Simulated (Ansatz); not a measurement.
# ClGaH2: the cost of one run

Program: Ansatz 0.2.0. Level of theory: RKS PBE0/def2-SVP. These are calculated values, not measurements.

**1. The starting structure**

Bond lengths: Ga1–H2 1.570 Å, Ga1–Cl3 2.240 Å, Ga1–H4 1.570 Å. Angles: H2–Ga1–Cl3 120.0°, H2–Ga1–H4 120.0°, Cl3–Ga1–H4 120.0°.

Coordinates:

```xyz
4

Ga    0.0000    0.0000    0.0000
H     0.0000    0.0000    1.5700
Cl    1.9398    0.0000   -1.1200
H    -1.3596    0.0000   -0.7850
```

**2. Preparing the start**

Input file input.yaml:

```yaml
crystal:
  periodic: [false, false, false]
  atoms:
    - { symbol: Ga, position_ang: [0.0, 0.0, 0.0] }
    - { symbol: H, position_ang: [0.0, 0.0, 1.57] }
    - { symbol: Cl, position_ang: [1.9398, 0.0, -1.12] }
    - { symbol: H, position_ang: [-1.3596, 0.0, -0.785] }
basis:
  gaussian: { orbitals: def2-SVP }
hamiltonian:
  xc: pbe0
relax:
  f_tol: 0.02
  max_steps: 40
```

Command:

```
$ ansatz run input.yaml --threads 1 --pin off --max-ram 2048MiB --backend cpu --events-out ev --progress --plain --runs-dir out
```

Q: Estimate wall time and peak memory on 1 thread of Intel Xeon Platinum 8488C (Sapphire Rapids), shared host.

About 6.4 s, with a peak of 0.13 GiB.
